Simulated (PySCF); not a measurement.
# C2H9GeNSi: the cost of one run

The runs use PySCF 2.14.0, with density-fitted response routines of our own; the level of theory stands in each step. All values are computed, except where a source is named. Atoms count from 0, in the outputs and in this text.

## (1) The molecule as given

14 atoms, charge 0, multiplicity 1; geometry from: GFN2-xTB. The atoms were then displaced at random by about 0.01 Å, so the start is not that level's minimum.

Bonds of the start (Å): C0–Si1 1.91, Si1–N2 1.72, N2–C3 1.41, C3–Ge4 2.00, Ge4–Si1 2.36, C0–H5 1.05, C0–H6 1.08, C0–H7 1.11, Si1–H8 1.50, N2–H9 1.02, C3–H10 1.14, C3–H11 1.09, Ge4–H12 1.52, Ge4–H13 1.54.

## (2) Optimising the geometry at PBE0-D3(BJ)/def2-SVP

Job settings and geometry (Å):

```
{"job": {"xc": "PBE0", "basis": "def2-SVP", "d3": "d3bj", "grid": 1, "shake": 0.01, "kind": "geom"}, "charge": 0, "multiplicity": 1}
C      2.324290     0.344110    -0.147650
Si     0.578710     0.306510     0.638530
N     -0.280700    -1.158300     0.378790
C     -1.583460    -0.901760    -0.096130
Ge    -1.344750     1.032720    -0.524660
H      2.989450    -0.272910     0.376940
H      2.293710     0.055660    -1.190890
H      2.718540     1.382790    -0.113760
H      0.650290     0.818610     2.047100
H     -0.076560    -2.071190     0.781750
H     -2.368770    -1.091160     0.701660
H     -1.852460    -1.574940    -0.914380
H     -1.548360     1.266100    -2.014980
H     -2.507080     1.848690     0.069930
```

The run is started by

```sh
$ OMP_NUM_THREADS=1 python probes_run.py task.json out
```

One launch serves the whole session: the jobs run in the order shown.

**Question.** How long does this first job take on 1 thread of Arm Neoverse V2, shared host, and how much memory does it need?

About 74 s, with a peak of 0.53 GiB.
